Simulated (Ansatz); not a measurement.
# Convergence study of Cu

Aim: run Cu with the default SCF settings, then change one group of settings at a time and see what moves: the number of iterations, the state or the numbers. Cu is taken in the deposited crystal structure (space group Fm-3m), 1 atom in the cell. Source: COD entry 5000216; the sample's temperature and pressure aren't taken into account.

Computed with Ansatz 0.2.0 (DFT PBE, PAW, plane waves, scalar-relativistic, unless a step's input says otherwise).

1 further run of the same task is left out (it didn't finish).

### Step 1. The starting structure

Symmetry: Fm-3m, No. 225, cubic system. Conventional cell: a = 3.615 Å, b = 3.615 Å, c = 3.615 Å, α = 90.00°, β = 90.00°, γ = 90.00°. Cu (site symmetry m-3m) has 12 Cu at 2.56 Å as nearest neighbours.

As a file:

```cif
data_structure
_symmetry_space_group_name_H-M 'P 1'
_symmetry_Int_Tables_number 1
_cell_length_a 2.5562
_cell_length_b 2.5562
_cell_length_c 2.5562
_cell_angle_alpha 60.000
_cell_angle_beta 60.000
_cell_angle_gamma 60.000
_cell_volume 11.81
loop_
_atom_site_label
_atom_site_type_symbol
_atom_site_fract_x
_atom_site_fract_y
_atom_site_fract_z
_atom_site_occupancy
Cu1 Cu 0.00000 0.00000 0.00000 1
```

Labels such as Cu1 number the atoms in the order of the input file.

After the default run come: Broyden, β 1.0, history 8, no preconditioner; 2 bands beyond the filled ones; Broyden, β 0.3, history 8, no preconditioner; 1 band beyond the filled ones; direct minimisation; Broyden, β 0.7, history 16, no preconditioner; Broyden, β 0.7, preconditioner Kerker scaled by the density of states.

The search for lower states is off throughout, and inputs that name a mixer don't switch to direct minimisation unless they say so. Spin polarisation is off.

### Step 2. Default SCF settings

File input.yaml:

```yaml
crystal:
  lattice:
    - [0.0, 1.8075, 1.8075]
    - [1.8075, 0.0, 1.8075]
    - [1.8075, 1.8075, 0.0]
  atoms:
    - { symbol: Cu, position: [0.0, 0.0, 0.0] }
hamiltonian:
  xc: pbe
  pseudopotentials: { kind: paw }
basis:
  ecutwfc: 420
kpoints:
  mp_grid: { grid: [15, 15, 15] }
scf:
  occupations: { method: fermi_dirac, width: 0.1 }
  lower_state_search: "off"
output:
  forces: true
  stress: true
```

Started as:

```sh
$ ansatz run input.yaml --threads 2 --pin off --max-ram 5120MiB --backend cpu --events-out ev --progress --plain --runs-dir out
```

Further steps of the session: Broyden, β 1.0, history 8, no preconditioner; 2 bands beyond the filled ones; Broyden, β 0.3, history 8, no preconditioner; 1 band beyond the filled ones; Direct minimisation; Broyden, β 0.7, history 16, no preconditioner; Broyden, β 0.7, preconditioner Kerker scaled by the density of states.

Q: What does this run give, and which of the planned changes alter effort or result?

**Answer**, as computed:

| quantity | value |
| --- | --- |
| default run | 6 iterations, with no gap on the k-mesh |
| fewest iterations to that state among the runs shown (an iteration of direct minimisation costs more) | 4 (direct minimisation) |
| most iterations to it | 6 (Broyden, β 0.7, preconditioner Kerker scaled by the density of states) |
| runs that end in another state, among changes of path alone | 0 |

What this shows: The default and the runs that change only the path, 8 in all, end in one state, in 4 to 6 iterations. Other settings tried on this cell gave no result: linear mixing, β 0.9, no preconditioner (not converged after 80 iterations, cycles); fixed occupations (input refused); negative smearing width (input refused). Counts include iterations that the program adds to test a close, so a difference of one or two ranks nothing. The starting density is a sum of atomic densities corrected by a trained network, so it is already close to self-consistency.
